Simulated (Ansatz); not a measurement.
**C₂H₃AlF₂O: one species, many methods**

Aim: compute C₂H₃AlF₂O with functionals from several rungs and with coupled cluster. The yardstick is the atomisation energy at the CCSD(T) limit.

Program: Ansatz 0.2.0, Gaussian basis. Level of theory: functionals in def2-TZVPP, the program's frozen cores in correlated methods. These are calculated values, not measurements.

Plan: LDA (SPW92), PBE-D4, revPBE-D4, BLYP-D4, r2SCAN-D4, B97M-V, PBE0-D4, B3LYP-D4, r2SCANh-D4, r2SCAN0-D4, HSE06-D4, BHLYP-D4, CAM-B3LYP-D4, LC-ωPBE, ωB97X-V, ωB97M-V, B2PLYP, PBE-QIDH; CCSD(T)/def2-SVP; CCSD(T)/def2-TZVPP; MP2/def2-QZVPP; extrapolation to the limit; RPA on PBE.

## (1) The geometry

All runs share one geometry, relaxed beforehand with PBE0-D4 in a triple-zeta def2 set.

SMILES `FC1(F)O[CH]1[AlH2]`, 9 atoms, charge 0, spin multiplicity 1.

Atoms are counted from 1 here; the program's logs count them from 0.

Bond lengths: F1–C2 1.344 Å, C2–F3 1.332 Å, C2–O4 1.335 Å, C2–C5 1.450 Å, O4–C5 1.514 Å, C5–Al6 1.973 Å, C5–H7 1.090 Å, Al6–H8 1.577 Å, Al6–H9 1.583 Å. Angles: F1–C2–F3 107.6°, F1–C2–O4 116.6°, F1–C2–C5 121.2°, F3–C2–O4 117.3°, F3–C2–C5 123.1°, O4–C2–C5 65.7°, C2–O4–C5 60.8°, C2–C5–O4 53.5°, C2–C5–Al6 120.3°, C2–C5–H7 113.1°, O4–C5–Al6 115.8°, O4–C5–H7 110.3°, Al6–C5–H7 123.3°, C5–Al6–H8 119.0°, C5–Al6–H9 116.8°, H8–Al6–H9 124.2°.

## (2) LDA

This LDA is Slater exchange with PW92 correlation.

Contents of in.yaml:

```yaml
crystal:
  periodic: [false, false, false]
  atoms:
    - {symbol: F, position_ang: [1.061732, -1.648462, -0.059472]}
    - {symbol: C, position_ang: [1.089420, -0.428406, -0.623593]}
    - {symbol: F, position_ang: [2.356297, -0.156856, -0.931151]}
    - {symbol: O, position_ang: [0.165868, -0.180072, -1.555124]}
    - {symbol: C, position_ang: [0.127260, 0.591566, -0.253023]}
    - {symbol: Al, position_ang: [-1.365872, 0.155582, 0.960357]}
    - {symbol: H, position_ang: [0.500270, 1.605005, -0.401754]}
    - {symbol: H, position_ang: [-2.432515, -0.913180, 0.506038]}
    - {symbol: H, position_ang: [-1.413859, 0.928523, 2.340723]}
basis:
  gaussian: {orbitals: def2-TZVPP}
hamiltonian: {xc: lda}
output: {orbitals: {seedname: orbitals}}
```

Further steps of the session: PBE-D4 (GGA); revPBE-D4 (GGA); BLYP-D4 (GGA); r2SCAN-D4 (meta-GGA); B97M-V (meta-GGA); PBE0-D4 (hybrid); B3LYP-D4 (hybrid); r2SCANh-D4 (hybrid); r2SCAN0-D4 (hybrid); HSE06-D4 (hybrid); BHLYP-D4 (hybrid); CAM-B3LYP-D4 (range-separated); LC-ωPBE (range-separated); ωB97X-V (range-separated); ωB97M-V (range-separated); B2PLYP (double hybrid); PBE-QIDH (double hybrid); CCSD(T) in def2-SVP; CCSD(T) in def2-TZVPP; MP2 in def2-QZVPP; RPA on PBE orbitals.

**Question.** What will the summary of the whole plan be? Wanted: atomisation energy, CCSD(T)/CBS; farthest beyond LDA; mean size of error, GGA; mean size of error, meta-GGA; mean size of error, hybrid; mean size of error, range-separated; mean size of error, double hybrid; gap, smallest and largest; T1 diagnostic.

**Answer**, as computed:

| quantity | value |
| --- | --- |
| atomisation energy, CCSD(T)/CBS | 3266.4 kJ/mol |
| functionals within 16.3 kJ/mol (0.5 %) | BLYP-D4, r2SCANh-D4 |
| farthest beyond LDA | BHLYP-D4 (-180.0 kJ/mol) |
| mean size of error, GGA | 54.0 kJ/mol |
| mean size of error, meta-GGA | 35.4 kJ/mol |
| mean size of error, hybrid | 51.9 kJ/mol |
| mean size of error, range-separated | 26.3 kJ/mol |
| mean size of error, double hybrid | 31.3 kJ/mol |
| gap, smallest and largest | 3.99 eV (LDA (SPW92)), 11.24 eV (LC-ωPBE) |
| T1 diagnostic | 0.0125 |
| triples share of the correlation energy | 3.6 % |

LDA overbinds by 651.0 kJ/mol (20 %). PBE-D4 misses by +134.5 kJ/mol. Double hybrids carry the basis error of their MP2 part in triple zeta, and no dispersion term here, so their miss is partly the set-up's. By mean error the best rung here is range-separated (26.3 kJ/mol) and the worst beyond LDA is GGA (54.0 kJ/mol). The gap between the best rungs is small, so their order is not settled. Misses under about 16.3 kJ/mol are within the doubt on the reference itself, which lacks core-valence correlation, relativity and higher excitations. Hartree-Fock recovers 67 % of the binding; the rest is correlation. CCSD(T) in def2-SVP is off by -169.2 kJ/mol, which most functionals beat. Orbital gaps span 4.0 to 11.2 eV; exact exchange widens them.
